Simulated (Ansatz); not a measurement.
**C3H11GaN2: small, medium and large basis sets**

An exercise on one series of results from a longer session: the logs are not shown, and one member is left open.

The runs use Ansatz 0.2.0, Gaussian basis; one geometry, several basis sets.

Plan: PBE0-D4/def2-SVP; ωB97M-V/def2-SVP; PBE0-D4/def2-QZVPP; ωB97M-V/def2-QZVPP; the functionals' def2-TZVPP values are taken from earlier runs.

## Structure used throughout

The geometry comes from an earlier relaxation with PBE0-D4 in a triple-zeta def2 set; it is a stationary point, not always the lowest conformer.

SMILES `CC(N)(N)[CH2][GaH2]`, 17 atoms, charge 0, spin multiplicity 1.

Atoms are counted from 1 here; the program's logs count them from 0.

Bond lengths: C1–C2 1.522 Å, C1–H7 1.096 Å, C1–H8 1.091 Å, C1–H9 1.092 Å, C2–N3 1.451 Å, C2–N4 1.506 Å, C2–C5 1.528 Å, N3–H10 1.013 Å, N3–H11 1.010 Å, N4–H12 1.014 Å, N4–H13 1.015 Å, C5–Ga6 2.020 Å, C5–H14 1.094 Å, C5–H15 1.090 Å, Ga6–H16 1.579 Å, Ga6–H17 1.576 Å. Angles: C2–C1–H7 110.8°, C2–C1–H8 109.5°, C2–C1–H9 111.4°, H7–C1–H8 108.2°, H7–C1–H9 108.5°, H8–C1–H9 108.4°, C1–C2–N3 113.2°, C1–C2–N4 107.0°, C1–C2–C5 111.4°, N3–C2–N4 108.9°, N3–C2–C5 112.7°, N4–C2–C5 102.9°, C2–N3–H10 112.3°, C2–N3–H11 110.3°, H10–N3–H11 108.3°, C2–N4–H12 113.1°, C2–N4–H13 107.9°, H12–N4–H13 107.8° and more.

As a file:

```xyz
17

C     0.02778   -1.55331    0.24604
C     0.28991   -0.16927   -0.32948
N     1.26804   -0.17086   -1.40063
N     0.80270    0.68749    0.79830
C    -1.01260    0.52747   -0.72220
Ga   -1.21692    1.38953    1.09361
H     0.95996   -2.01335    0.59254
H    -0.40152   -2.19301   -0.52614
H    -0.67020   -1.51036    1.08506
H     1.93121   -0.93250   -1.31529
H     0.80731   -0.25102   -2.29623
H     1.37197    0.17378    1.46165
H     1.37999    1.41940    0.39598
H    -0.82060    1.28883   -1.48360
H    -1.76131   -0.16830   -1.10080
H    -1.80282    0.51719    2.27260
H    -1.15288    2.95829    1.22860
```

Set-up of the first run:

in.yaml reads:

```yaml
crystal:
  periodic: [false, false, false]
  atoms:
    - {symbol: C, position_ang: [0.027780, -1.553309, 0.246038]}
    - {symbol: C, position_ang: [0.289907, -0.169267, -0.329480]}
    - {symbol: N, position_ang: [1.268039, -0.170856, -1.400628]}
    - {symbol: N, position_ang: [0.802695, 0.687486, 0.798299]}
    - {symbol: C, position_ang: [-1.012605, 0.527470, -0.722201]}
    - {symbol: Ga, position_ang: [-1.216921, 1.389532, 1.093611]}
    - {symbol: H, position_ang: [0.959964, -2.013351, 0.592537]}
    - {symbol: H, position_ang: [-0.401516, -2.193010, -0.526139]}
    - {symbol: H, position_ang: [-0.670202, -1.510358, 1.085060]}
    - {symbol: H, position_ang: [1.931213, -0.932498, -1.315292]}
    - {symbol: H, position_ang: [0.807312, -0.251017, -2.296228]}
    - {symbol: H, position_ang: [1.371969, 0.173775, 1.461650]}
    - {symbol: H, position_ang: [1.379985, 1.419399, 0.395975]}
    - {symbol: H, position_ang: [-0.820598, 1.288834, -1.483604]}
    - {symbol: H, position_ang: [-1.761311, -0.168303, -1.100797]}
    - {symbol: H, position_ang: [-1.802824, 0.517194, 2.272596]}
    - {symbol: H, position_ang: [-1.152876, 2.958289, 1.228604]}
basis:
  gaussian: {orbitals: def2-SVP}
hamiltonian: {xc: pbe0, dispersion: d4}
output: {orbitals: {seedname: orbitals}}
```

Launch:

```bash
> ansatz run in.yaml --threads 2 --pin off --events-out ev --progress --plain --max-ram 22528MiB --backend cpu
```

Among the steps run: PBE0-D4 in def2-SVP; ωB97M-V in def2-SVP; PBE0-D4 in def2-QZVPP; ωB97M-V in def2-QZVPP.

One of the session's tables, all rows but one given; the rest of the session is left out.

| functional | basis | HOMO (eV) | LUMO (eV) |
| --- | --- | --- | --- |
| PBE0-D4 | def2-SVP | -6.88 | 0.66 |
| PBE0-D4 | def2-TZVPP | -6.94 | 0.29 |
| PBE0-D4 | def2-QZVPP | -6.96 | 0.01 |
| ωB97M-V | def2-SVP | -9.08 | 2.28 |
| ωB97M-V | def2-TZVPP | ? | ? |
| ωB97M-V | def2-QZVPP | -9.18 | 1.17 |

**Question.** Estimate the row for ωB97M-V, def2-TZVPP.

**Answer.** HOMO (eV): -9.17; LUMO (eV): 1.73. In the column «HOMO (eV)» it lies between ωB97M-V, def2-QZVPP (-9.18) and ωB97M-V, def2-SVP (-9.08).
